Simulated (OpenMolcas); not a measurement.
# Ti³⁺ among point charges: CASSCF levels, g values and susceptibility

Aim: the splitting of the states of Ti³⁺ in the field of 6 point charges, its lowest levels with spin-orbit coupling and its magnetic susceptibility.

Method: state-averaged CASSCF, spin-orbit coupling by RASSI with atomic mean-field integrals. Code: OpenMolcas 26.06.

### 1 Starting point

* Species: Ti³⁺ (titanium, Z = 22, 19 electrons)
* Basis: ANO-RCC-VDZP [5s4p2d1f], 34 functions
* Scalar Hamiltonian: DKH2, point nucleus
* Inactive shells: 1s 2s 2p 3s 3p
* Active space: 1 electron in 5 orbitals (3d)
* Some configurations of this space: 3d
* Orbitals: optimised for each spin and parity, averaged over all roots

The outer shells:

3d
```
3d [↑ ][  ][  ][  ][  ]
```

The ion sits among 6 point charges of -2 e arranged as a trigonal antiprism (D3d), 1.77 Å from the ion, with a polar angle of 59.1° against the regular 54.74°. The active orbitals were held to one l.

Each step is its own input file, run in one work folder so that later steps find the files of earlier ones. Only the result sections of each output are shown. Labels, J, g values, rates, χT and fits are worked out afterwards by a script from the matrices that RASSI stores. The input lists half of the charges; inversion (Group=XYZ) makes the rest.

### 2 Basis and integrals

a.inp

```
&GATEWAY
Coord
1

Ti 0.0 0.0 0.0
Basis=ANO-RCC-VDZP
Group=XYZ
NoMove
AngMom=0.0 0.0 0.0
AMFI
XField
3 Angstrom 0
0.000000 1.519004 0.908585 -2.000000
1.315496 -0.759502 0.908585 -2.000000
1.315496 0.759502 -0.908585 -2.000000
&SEWARD
```

On the command line:

```console
OMP_NUM_THREADS=1 MOLCAS_MEM=1689 MOLCAS_PROJECT=a pymolcas a.inp > a.log
```

### 3 CASSCF: doublets of even parity, 5 roots

a.inp

```
&RASSCF
FileOrb=start.orb
Symmetry=1
Spin=2
nActEl=1 0 0
Inactive=3 6
Ras2=5 0
CIRoot=5 5 1
SDav=5
CIMx=300
Iter=120 100
PrWF=0.3
OrbListing=Nothing
MaxOrb=0
SupSym
1
10 4 5 6 7 8 11 12 13 14 15
0
>>> COPY $Project.JobIph JOB001
```

start.orb holds the contracted functions of the basis, ordered by shell, or the orbitals of the step before.

### 4 RASSI: spin-orbit coupling between the states

a.inp

```
&RASSI
NrOfJobIphs=1 5
1 2 3 4 5
IphNames
JOB001
EJob
SpinOrbit
DIPRint=1.0
SOCoupling=1000.0
Subsets=2
Property=9
'ANGMOM' 1 'ANGMOM' 2 'ANGMOM' 3 'MLTPL  1' 1 'MLTPL  1' 2 'MLTPL  1' 3
'AMFI' 1 'AMFI' 2 'AMFI' 3
SOProperty=3
'ANGMOM' 1 'ANGMOM' 2 'ANGMOM' 3
```

What does the calculation give? Wanted: spin-free ground state; first state of the same spin; lowest level; next level.

As calculated:

```
                    quantity                              value
                      method                             CASSCF
      spin-free ground state    2A1, 1-fold in its orbital part
first state of the same spin                    2E at 4200 cm⁻¹
                lowest level  2-fold E1/2, g = 1.87, 1.87, 2.00
                  next level                        4187.0 cm⁻¹
                 χT at 300 K                     0.39 cm³ K/mol
   effective moment at 300 K                            1.78 μB
```

What this shows: The spin-free ground state (2A1) comes to 100 % from free-ion D terms and keeps the highest spin of the shell. χT at 300 K is 0.39, against 0.38 cm³ K/mol for the spin alone, so the orbital moment is nearly quenched. Point charges give too small a field for d ions at true ligand charges. Point charges carry no covalency, so the field is a model and not that of real ligands.
